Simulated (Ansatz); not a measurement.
## CH4AlClGe, SMILES [Cl][GeH]1[CH2][AlH]1: a geometry optimisation, step by step

Program: Ansatz 0.2.0 through its Python package.

Input file `ch4alclge.xyz`:
```text
8

Cl   -2.28540    1.42260   -0.13300
Ge   -0.52580    0.55940   -0.91160
C     0.68080    0.22670    0.53540
Al    0.20260   -1.57990    0.15120
H     0.20690    1.22530   -2.12210
H     0.36610    0.64970    1.51900
H     1.79330    0.44860    0.28340
H    -0.34620   -3.00960    0.62180
```

Notebook, run cell by cell (the value of a cell's last expression is shown):

**Cell 1**
```python
import itertools

import ansatz as az
from ase.data import atomic_numbers, covalent_radii
import numpy as np

molecule = az.Crystal.molecule_from_extxyz("ch4alclge.xyz")

calc = (
    molecule.calculation()
    .basis(gaussian="def2-SVP")
    .functional("b3lyp")
)
symbols = [site.symbol for site in molecule.cartesian_sites]
start = np.array([site.position_ang for site in molecule.cartesian_sites], dtype=float)
def progress(event):
    if event["event"] == "relax_step":
        row = event["data"]
        print(f"step {row['step']:3d}  E = {row['lagrangian_ev']:.6f} eV  largest force component {row['allowed_force_max_ev_ang']:.4f} eV/A")
```

**Cell 2**
```python
r = calc.relax(force_tolerance=0.005).session().plan().execute(on_event=progress).report
end = np.array(r["positions_ang"])
```
Output:
```text
step   1  E = -76727.307866 eV  largest force component 2.8128 eV/A
step   2  E = -76727.865086 eV  largest force component 1.0696 eV/A
step   3  E = -76727.932947 eV  largest force component 0.2675 eV/A
step   4  E = -76727.938675 eV  largest force component 0.0619 eV/A
step   5  E = -76727.939548 eV  largest force component 0.0608 eV/A
step   6  E = -76727.940232 eV  largest force component 0.0377 eV/A
step   7  E = -76727.940566 eV  largest force component 0.0280 eV/A
step   8  E = -76727.940835 eV  largest force component 0.0134 eV/A
step   9  E = -76727.941162 eV  largest force component 0.0393 eV/A
step  10  E = -76727.941391 eV  largest force component 0.0496 eV/A
step  11  E = -76727.941799 eV  largest force component 0.0331 eV/A
step  12  E = -76727.941934 eV  largest force component 0.0145 eV/A
step  13  E = -76727.941877 eV  largest force component 0.0242 eV/A
step  14  E = -76727.941967 eV  largest force component 0.0026 eV/A
step  15  E = -76727.941981 eV  largest force component 0.0027 eV/A
```

**Cell 3**
```python
print(f"E = {r['free_energy_ev']:.6f} eV = {r['free_energy_ev'] / 27.211386246:.7f} Ha")
print("converged:", r["converged"], " doubts:", r["published_state_doubts"] or "none")
```
Output:
```text
E = -76727.942243 eV = -2819.6998694 Ha
converged: True  doubts: none
```

**Cell 4**
```python
# pairs closer than 1.2 times the sum of covalent radii, before or after
radius = [covalent_radii[atomic_numbers[s]] for s in symbols]
span = lambda where, i, j: np.linalg.norm(where[i] - where[j])
bonded = [(i, j) for i, j in itertools.combinations(range(len(symbols)), 2) if min(span(start, i, j), span(end, i, j)) < 1.2 * (radius[i] + radius[j])]
print("pair        before    after (A)")
for i, j in bonded:
    print(f"{symbols[i]}{i}-{symbols[j]}{j}".ljust(10), f"{span(start, i, j):8.4f} {span(end, i, j):8.4f}")
```
Output:
```text
pair        before    after (A)
Cl0-Ge1      2.1089   2.2155
Ge1-C2       1.9132   2.0550
Ge1-Al3      2.4973   2.3963
Ge1-H4       1.5638   1.5474
C2-Al3       1.9079   1.9458
C2-H5        1.1160   1.1006
C2-H6        1.1621   1.1075
Al3-H7       1.6021   1.5812
```

**Cell 5**
```python
charges = r["charge_distribution"]
dipole = np.array(charges["dipole_moment_e_ang"]) * 4.803205
print("dipole (D): {:.3f} {:.3f} {:.3f}, length {:.3f}".format(*dipole, np.linalg.norm(dipole)))
print("atom  Mulliken   Lowdin")
for symbol, m, l in zip(symbols, charges["mulliken_charges_e"], charges["lowdin_charges_e"]):
    print(f"{symbol:4s} {m:9.3f} {l:8.3f}")
```
Output:
```text
dipole (D): 2.356 -2.105 0.176, length 3.164
atom  Mulliken   Lowdin
Cl      -0.288    0.081
Ge       0.223   -0.096
C       -0.399   -0.213
Al       0.500    0.310
H       -0.056   -0.051
H        0.067    0.024
H        0.065    0.046
H       -0.111   -0.100
```

Caveats:
- Total energies depend on the basis set; only differences at equal settings carry meaning.
- The end point is the stationary point reached from this start; no frequency run checks that it is a minimum, and the basis set is modest.
- The Löwdin charges here are taken after orthogonalising the functions within each atom; they differ from plain Löwdin charges, and their signs can be unphysical.
- b3lyp holds the VWN-RPA fit, as in Gaussian; the form of ORCA and Turbomole is b3lyp5.
- Finished in 51 s on 1 thread of Intel(R) Xeon(R) 6975P-C (Granite Rapids) (shared host), peak memory 0.32 GiB.

(Lines on the test bed's own set-up are left out of the output.)
